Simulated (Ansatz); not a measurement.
# Re (Re, omega (AlB2-type)): the cost of one run

Method: DFT PBEsol, plane waves (420 eV) with PAW, scalar-relativistic; PBE-made PAW files, in Ansatz 0.2.0.

## Step 1: The structure to begin with

It takes space group P6/mmm (No. 191, hexagonal). Conventional cell: a = 4.365 Å, b = 4.365 Å, c = 2.676 Å, α = 90.00°, β = 90.00°, γ = 120.00°. Around Re (site symmetry 6/mmm) lie 14 Re at 2.68 to 2.85 Å. Re (site symmetry -6m2) has 11 Re at 2.52 to 2.85 Å as nearest neighbours.

As a file:

```
CELL_PARAMETERS angstrom
4.36469 0.00000 0.00000
-2.18234 3.77993 0.00000
0.00000 0.00000 2.67555
ATOMIC_POSITIONS crystal
Re 0.00000 0.00000 0.00000
Re 0.33333 0.66667 0.50000
Re 0.66667 0.33333 0.50000
```

## Step 2: Relaxing cell and atoms

input.yaml reads:

```yaml
crystal:
  lattice:
    - [4.3646887072, 0.0, 0.0]
    - [-2.1823443536, 3.7799313, 0.0]
    - [0.0, 0.0, 2.6755541775]
  atoms:
    - { symbol: Re, position: [0.0, 0.0, 0.0] }
    - { symbol: Re, position: [0.3333333333, 0.6666666667, 0.5] }
    - { symbol: Re, position: [0.6666666667, 0.3333333333, 0.5] }
hamiltonian:
  xc: pbesol
  pseudopotentials:
    kind: paw
    azcp:
      Re: "pseudopotentials/Re.paw.azcp"
basis:
  ecutwfc: 420
  fft_grid_basis: typed
kpoints:
  mp_grid: { grid: [8, 8, 12], shift: [0, 0, 0] }
magnetization:
  spin_polarized: false
scf:
  occupations: { method: fermi_dirac, width: 0.1 }
relax:
  max_steps: 60
  f_tol: 0.01
  cell: {}
```

What time and memory should one allow on 2 threads of Arm Neoverse V1, shared host?

About 11 s, with a peak of 0.36 GiB.
